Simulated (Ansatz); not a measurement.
# CH8O2Si: the cost of one run

All numbers below are computed with Ansatz 0.2.0 (RKS PBE-D4/def2-SVP).

### 1 The starting structure

Bond lengths: Si1–O3 1.615 Å, O3–C4 1.393 Å, Si1–H5 1.460 Å, Si1–H6 1.458 Å, Si1–O8 2.062 Å, C4–H9 1.093 Å, C4–H10 1.094 Å, C4–H11 1.091 Å, O8–H12 0.967 Å. Angles: Si1–O3–C4 131.1°, O3–Si1–H5 95.5°, O3–Si1–H6 120.8°, O3–Si1–O8 114.5°, H5–Si1–H6 107.8°, H5–Si1–O8 93.3°, H6–Si1–O8 117.4°, O3–C4–H9 111.4°, O3–C4–H10 110.1°, O3–C4–H11 108.2°, H9–C4–H10 108.7°, H9–C4–H11 109.3°, H10–C4–H11 109.1°, Si1–O8–H12 129.7°.

Structure file:

```xyz
12

Si   -0.8692    0.5272    0.1285
H     0.8964    1.1629    0.0489
O    -0.4230   -1.0212    0.2299
C     0.7171   -1.6116    0.7709
H    -2.1975    0.2553   -0.4123
H    -1.0331    1.3369    1.3296
H     0.8212    1.5220   -0.8599
O    -0.2389    1.4871   -1.5836
H     1.6195   -1.0536    0.5069
H     0.6379   -1.6543    1.8607
H     0.7926   -2.6271    0.3791
H    -0.7230    1.6764   -2.3985
```

### 2 A restrained relaxation towards end A

Springs on the bonds that form and break draw the guess towards this end; the thresholds are loose.

input.yaml

```yaml
crystal:
  periodic: [false, false, false]
  atoms:
    - { symbol: Si, position_ang: [-0.8692, 0.5272, 0.1285] }
    - { symbol: H, position_ang: [0.8964, 1.1629, 0.0489] }
    - { symbol: O, position_ang: [-0.423, -1.0212, 0.2299] }
    - { symbol: C, position_ang: [0.7171, -1.6116, 0.7709] }
    - { symbol: H, position_ang: [-2.1975, 0.2553, -0.4123] }
    - { symbol: H, position_ang: [-1.0331, 1.3369, 1.3296] }
    - { symbol: H, position_ang: [0.8212, 1.522, -0.8599] }
    - { symbol: O, position_ang: [-0.2389, 1.4871, -1.5836] }
    - { symbol: H, position_ang: [1.6195, -1.0536, 0.5069] }
    - { symbol: H, position_ang: [0.6379, -1.6543, 1.8607] }
    - { symbol: H, position_ang: [0.7926, -2.6271, 0.3791] }
    - { symbol: H, position_ang: [-0.723, 1.6764, -2.3985] }
basis:
  gaussian: { orbitals: def2-SVP }
hamiltonian:
  xc: pbe
  dispersion: d4
relax:
  f_tol: 0.15
  max_steps: 25
  restrain:
    - { distance: [0, 7], at: 3.07, k: 30.0 }
    - { distance: [6, 1], at: 1.92, k: 30.0 }
    - { distance: [0, 1], at: 1.42, k: 30.0 }
    - { distance: [6, 7], at: 0.97, k: 30.0 }
output:
  orbitals: {}
```

Command:

```sh
> ansatz run input.yaml --threads 2 --pin off --max-ram 3072MiB --backend cpu --events-out ev --progress --plain --runs-dir out
```

What time and memory should one allow on 2 threads of AMD EPYC 7R13 (Zen 3), shared host?

About 34 s, with a peak of 0.15 GiB.
